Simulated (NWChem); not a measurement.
**A workflow on the pair BNH4S···SiH3F**

We compute a single-point energy (singlet BSiNH7SF, MP2/pcseg-1), then the energy (singlet BNH4S, MP2/pcseg-1), then the energy (singlet SiH3F, MP2/pcseg-1), then a single-point energy (singlet BNH4S, MP2/pcseg-1), then a single-point energy (singlet SiH3F, MP2/pcseg-1) of BFH7NSSi and its partners. 

The calculation is run with NWChem 7.3.0.

### 1 The structure to begin with

BSiNH7SF has 12 atoms, charge 0, and is taken as a singlet. The two molecules were placed rigidly side by side, at 0.9 times their contact distance; the pair isn't optimised.

Bond lengths: N1–B2 1.391 Å, B2–S3 1.816 Å, F8–Si9 1.600 Å, N1–H4 1.006 Å, N1–H5 1.004 Å, B2–H6 1.194 Å, S3–H7 1.339 Å, Si9–H10 1.482 Å, Si9–H11 1.482 Å, Si9–H12 1.482 Å. Some angles: N1–B2–S3 120.0°, N1–B2–H6 119.9°, S3–B2–H6 120.1°, B2–N1–H4 124.2°, B2–N1–H5 121.9°, B2–S3–H7 96.3°, F8–Si9–H10 108.3°, F8–Si9–H11 108.3°, F8–Si9–H12 108.3°, H4–N1–H5 113.8°.

### 2 A single-point energy at MP2/pcseg-1 (run 1)

Input file bfh7nssi.nw:

```
START bfh7nssi
memory 2200 mb

GEOMETRY units bohr noautosym nocenter noautoz
   N     -1.75359025     0.76138955    -1.14436145
   B      0.28013300     0.29103672     0.45472480
   S      2.04097980    -2.64162925     0.17485636
   H     -2.35149960    -0.43575195    -2.49438179
   H     -2.76497168     2.36387731    -1.03759192
   H      0.86424735     1.81774646     2.00902453
   H      3.68466359    -2.15672553     2.03774837
   F      9.13716596    -6.39483321     0.19192059
   Si     9.48653853    -3.68810289     1.49299702
   H      9.22305402    -4.00200529     4.26295758
   H      7.50640791    -1.97342209     0.50378209
   H     12.03521215    -2.72402131     0.84931851
END

BASIS spherical bse
   N library pcseg-1
   B library pcseg-1
   S library pcseg-1
   H library pcseg-1
   F library pcseg-1
   Si library pcseg-1
END

SCF
   thresh 1e-08
   maxiter 80
   print low
END

MP2
   freeze core 13
   tight
END

TASK mp2 energy
```

Command:

```bash
$ nwchem bfh7nssi.nw > bfh7nssi.out
```

Log:

```text
[...]
  functions       =   113
[...]
  wavefunction    = RHF
[...]
         Total SCF energy =   -869.123922644785
      One-electron energy =  -1687.195289610001
      Two-electron energy =    574.378333334893
 Nuclear repulsion energy =    243.693033630324
        Time for solution =     20.9s
[...]
          Total MP2 energy          -869.796872261187
[...]
```

Wall time 26 s (1 thread of Intel Xeon Platinum 8488C (Sapphire Rapids), shared host); peak memory 0.41 GiB.

### 3 BNH4S: the energy at MP2/pcseg-1 (run 2)

Input file m1.nw:

```
start m1
title "BH4NS"
memory 2200 mb

geometry units angstrom noautosym nocenter noautoz
   N    -0.927960    0.402910   -0.605570
   B     0.148240    0.154010    0.240630
   S     1.080040   -1.397890    0.092530
   H    -1.244360   -0.230590   -1.319970
   H    -1.463160    1.250910   -0.549070
   H     0.457340    0.961910    1.063130
   H     1.949840   -1.141290    1.078330
end

basis spherical bse
   * library pcseg-1
end

scf
   thresh 1e-08
   maxiter 80
   print low
end

mp2
   freeze core 7
   tight
end

task mp2 energy
```

Command:

```bash
$ nwchem m1.nw > m1.out
```

Log:

```text
[...]
  functions       =    66
[...]
  wavefunction    = RHF
[...]
         Total SCF energy =   -479.015192322246
      One-electron energy =   -837.595756542078
      Two-electron energy =    269.000549444838
 Nuclear repulsion energy =     89.580014774993
        Time for solution =      5.2s
[...]
          Total MP2 energy          -479.400695033086
[...]
```

Run time: 7.2 s. Hardware: 1 thread of Intel Xeon Platinum 8488C (Sapphire Rapids), shared host; peak memory 0.13 GiB.

### 4 SiH3F: the energy at MP2/pcseg-1 (run 3)

Input file mymol.nw:

```
start mymol
title "FH3Si"
memory stack 880 mb heap 220 mb global 1100 mb

geometry noautosym nocenter noautoz
   F     4.835180   -3.384000    0.101560
   Si    5.020060   -1.951660    0.790060
   H     4.880630   -2.117770    2.255860
   H     3.972220   -1.044290    0.266590
   H     6.368760   -1.441490    0.449440
end

basis spherical bse
   * library pcseg-1
end

scf
   singlet
   rhf
   thresh 1e-08
   maxiter 80
   noprint "final vectors analysis"
end

mp2
   freeze core 6
   tight
end

task mp2 energy
```

Command:

```bash
$ nwchem mymol.nw > mymol.out
```

Log:

```text
[...]
  functions       =    47
[...]
  wavefunction    = RHF
[...]
         Total SCF energy =   -390.113625334291
      One-electron energy =   -667.435042503192
      Two-electron energy =    214.278610671842
 Nuclear repulsion energy =     63.042806497060
        Time for solution =      2.6s
[...]
          Total MP2 energy          -390.398063995790
[...]
```

Run time: 3.9 s. Hardware: 1 thread of Intel Xeon Platinum 8488C (Sapphire Rapids), shared host; peak memory 0.11 GiB.

### 5 BNH4S among ghost functions: a single-point energy at MP2/pcseg-1 (with ghost functions) (run 4)

Input file job.nw:

```
start job
title "BH4NS"
memory stack 880 mb heap 220 mb global 1100 mb
charge 0

geometry noautosym nocenter noautoz
  N    -0.927960    0.402910   -0.605570
  B     0.148240    0.154010    0.240630
  S     1.080040   -1.397890    0.092530
  H    -1.244360   -0.230590   -1.319970
  H    -1.463160    1.250910   -0.549070
  H     0.457340    0.961910    1.063130
  H     1.949840   -1.141290    1.078330
  bqF      4.835180    -3.384000     0.101560
  bqSi     5.020060    -1.951660     0.790060
  bqH      4.880630    -2.117770     2.255860
  bqH      3.972220    -1.044290     0.266590
  bqH      6.368760    -1.441490     0.449440
end

basis spherical bse
  N library pcseg-1
  B library pcseg-1
  S library pcseg-1
  H library pcseg-1
  bqF library F pcseg-1
  bqSi library Si pcseg-1
  bqH library H pcseg-1
end

scf
  thresh 1e-08
  maxiter 80
  print low
end

mp2
  freeze core 7
  tight
end

task mp2 energy
```

Command:

```bash
$ nwchem job.nw > job.out
```

Log:

```text
[...]
  functions       =   113
[...]
  wavefunction    = RHF
[...]
         Total SCF energy =   -479.015381975425
      One-electron energy =   -837.594224502786
      Two-electron energy =    268.998827752368
 Nuclear repulsion energy =     89.580014774993
        Time for solution =     15.1s
[...]
          Total MP2 energy          -479.401605227408
[...]
```

Run time: 20 s. Hardware: 1 thread of Intel Xeon Platinum 8488C (Sapphire Rapids), shared host; peak memory 0.3 GiB.

### 6 SiH3F among ghost functions: the energy at MP2/pcseg-1 (with ghost functions) (run 5)

Input file mymol.nw:

```
start mymol
title "FH3Si energy"
memory 2200 mb

geometry noautosym nocenter noautoz
  F        4.835180      -3.384000       0.101560
  Si       5.020060      -1.951660       0.790060
  H        4.880630      -2.117770       2.255860
  H        3.972220      -1.044290       0.266590
  H        6.368760      -1.441490       0.449440
  bqN     -0.927960     0.402910    -0.605570
  bqB      0.148240     0.154010     0.240630
  bqS      1.080040    -1.397890     0.092530
  bqH     -1.244360    -0.230590    -1.319970
  bqH     -1.463160     1.250910    -0.549070
  bqH      0.457340     0.961910     1.063130
  bqH      1.949840    -1.141290     1.078330
end

basis spherical bse
  F library pcseg-1
  Si library pcseg-1
  H library pcseg-1
  bqN library N pcseg-1
  bqB library B pcseg-1
  bqS library S pcseg-1
  bqH library H pcseg-1
end

scf
  thresh 1e-08
  maxiter 80
  noprint "final vectors analysis"
end

mp2
  freeze core 6
  tight
end

task mp2 energy
```

Command:

```bash
$ nwchem mymol.nw > mymol.out
```

Log:

```text
[...]
  functions       =   113
[...]
  wavefunction    = RHF
[...]
         Total SCF energy =   -390.113940259457
      One-electron energy =   -667.431939590907
      Two-electron energy =    214.275192834390
 Nuclear repulsion energy =     63.042806497060
        Time for solution =     14.7s
[...]
          Total MP2 energy          -390.398885131075
[...]
```

Wall time 20 s (1 thread of Intel Xeon Platinum 8488C (Sapphire Rapids), shared host); peak memory 0.26 GiB.

### 7 Outcome

| quantity | value |
| --- | --- |
| run 1, MP2/pcseg-1: total energy | -869.79687 Eh |
| run 1, MP2/pcseg-1: correlation energy (13 core orbitals frozen) | -672.9 mEh |
| BNH4S: total energy | -479.40070 Eh |
| BNH4S: correlation energy (7 core orbitals frozen) | -385.5 mEh |
| SiH3F: total energy | -390.39806 Eh |
| SiH3F: correlation energy (6 core orbitals frozen) | -284.4 mEh |
| BNH4S among ghost functions: total energy | -479.40161 Eh |
| BNH4S among ghost functions: correlation energy (7 core orbitals frozen) | -386.2 mEh |
| SiH3F among ghost functions: total energy | -390.39889 Eh |
| SiH3F among ghost functions: correlation energy (6 core orbitals frozen) | -284.9 mEh |
| interaction energy of the rigid parts BNH4S and SiH3F (parts in their own basis; closest atoms 2.18 Å apart) | 0.051 eV |
| interaction energy of the rigid parts BNH4S and SiH3F (parts in the whole basis, counterpoise; closest atoms 2.18 Å apart) | 0.098 eV |

**Reading.** The interaction energy of the rigid parts BNH4S and SiH3F (parts in their own basis; closest atoms 2.18 Å apart) is 0.05 eV (1.2 kcal/mol): the parts repel at this shape. Without counterpoise this holds the superposition error of the basis. The interaction energy of the rigid parts BNH4S and SiH3F (parts in the whole basis, counterpoise; closest atoms 2.18 Å apart) is 0.10 eV (9.5 kJ/mol): the parts repel at this shape. The basis-set superposition error is 4.5 kJ/mol.
